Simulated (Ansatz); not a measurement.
**Ba3AlB (perovskite type): how the settings move a single-point run**

Question: which choices in the input matter for Ba3AlB (perovskite type)?

Computed with Ansatz 0.2.0 (reference: DFT, PBE, all-electron LAPW, scalar-relativistic, unless a step's input says otherwise).

**1. Starting point**

It takes space group Pm-3m (No. 221, cubic). Conventional cell: a = 5.813 Å, b = 5.813 Å, c = 5.813 Å, α = 90.00°, β = 90.00°, γ = 90.00°. Al (site symmetry m-3m) is surrounded by 12 Ba at 4.11 Å. B (site symmetry m-3m) is surrounded by 6 Ba at 2.91 Å. Around Ba (site symmetry 4/mmm) lie 2 B at 2.91 Å.

As a file:

```cif
data_structure
_symmetry_space_group_name_H-M 'Pm-3m'
_symmetry_Int_Tables_number 221
_cell_length_a 5.8125
_cell_length_b 5.8125
_cell_length_c 5.8125
_cell_angle_alpha 90.000
_cell_angle_beta 90.000
_cell_angle_gamma 90.000
_cell_volume 196.38
loop_
_atom_site_label
_atom_site_type_symbol
_atom_site_symmetry_multiplicity
_atom_site_Wyckoff_symbol
_atom_site_fract_x
_atom_site_fract_y
_atom_site_fract_z
_atom_site_occupancy
Al1 Al 1 a 0.00000 0.00000 0.00000 1
B1 B 1 b 0.50000 0.50000 0.50000 1
Ba1 Ba 3 c 0.50000 0.50000 0.00000 1
```

**2. Baseline**

input.yaml reads:

```yaml
crystal:
  lattice:
    - [5.812546631, 0.0, 0.0]
    - [0.0, 5.812546631, 0.0]
    - [0.0, 0.0, 5.812546631]
  atoms:
    - { symbol: Al, position: [0.0, 0.0, 0.0] }
    - { symbol: B, position: [0.5, 0.5, 0.5] }
    - { symbol: Ba, position: [0.5, 0.5, 0.0] }
    - { symbol: Ba, position: [0.5, 0.0, 0.5] }
    - { symbol: Ba, position: [0.0, 0.5, 0.5] }
kpoints:
  mp_grid: { grid: [6, 6, 6] }
  band_path:
    path:
      - [0.0, 0.0, 0.0]
      - [0.0, 0.5, 0.0]
      - [0.5, 0.5, 0.0]
      - [0.0, 0.0, 0.0]
      - [0.5, 0.5, 0.5]
      - [0.0, 0.5, 0.0]
      - [0.5, 0.5, 0.5]
      - [0.5, 0.5, 0.0]
    npoints: 14
scf:
  occupations: { method: fermi_dirac, width: 0.05 }
hamiltonian:
  xc: pbe
  pseudopotentials: { kind: all_electron, lapw: { basis_error: 0.001 } }
output:
  forces: true
  stress: true
  eigenvalues: true
  populations: true
  dos: { projected: true, de: 0.2, e_range: [-14, 8] }
```

On the command line:

```console
$ ansatz run input.yaml --threads 2 --pin off --max-ram 5120MiB --backend cpu --events-out ev --progress --plain --runs-dir out
```

**3. Changing settings: mp_grid.grid [3, 3, 3], n_extra_bands 2**

Changes to input.yaml since step 2:

```diff
@@ -12,3 +12,3 @@
 kpoints:
-  mp_grid: { grid: [6, 6, 6] }
+  mp_grid: { grid: [3, 3, 3] }
   band_path:
@@ -26,2 +26,3 @@
   occupations: { method: fermi_dirac, width: 0.05 }
+  n_extra_bands: 2
 hamiltonian:
@@ -34,2 +35 @@
   populations: true
-  dos: { projected: true, de: 0.2, e_range: [-14, 8] }
```

Q: Predict the outcome of this session. Wanted: for each run, ending; energy change; pressure; gap; force.

As calculated:

```
                                       run     ending   energy change  pressure (GPa)  gap (eV)  force (eV/Å)  cycles  time
                                 reference  converged               0             0.0      0.00          0.00      13  57 s
1: mp_grid.grid [3, 3, 3], n_extra_bands 2  converged  -35.0 meV/atom            -0.3      0.00          0.00      13  35 s
```

Times don't compare one to one where runs were asked for different outputs or read a saved state (see the inputs); cycles may leave out searches for a lower state.

Residual by cycle in the longest SCF loop of each run; runs are numbered as in the table. The quantity is the density residual dr2, in eV.

```
cycle  reference    run 1
    1       30.4     30.5
    2      0.266     15.4
    3       1.92    0.255
    4        3.4    0.299
    5          2   0.0837
    6      0.369   0.0098
    8     6.7e-4  0.00108
    9     1.3e-4   2.2e-4
   10     8.9e-6   3.8e-5
   11     1.1e-6   4.1e-6
   12     1.1e-7   1.9e-7
   13     3.2e-8   2.2e-8
```

**Reading.** Changing the k-point mesh and band count moves the energy by -35.0 meV/atom. Sampling errors of the energy have no fixed sign. Of the settings changed, the mesh is the one that moves energies this far.
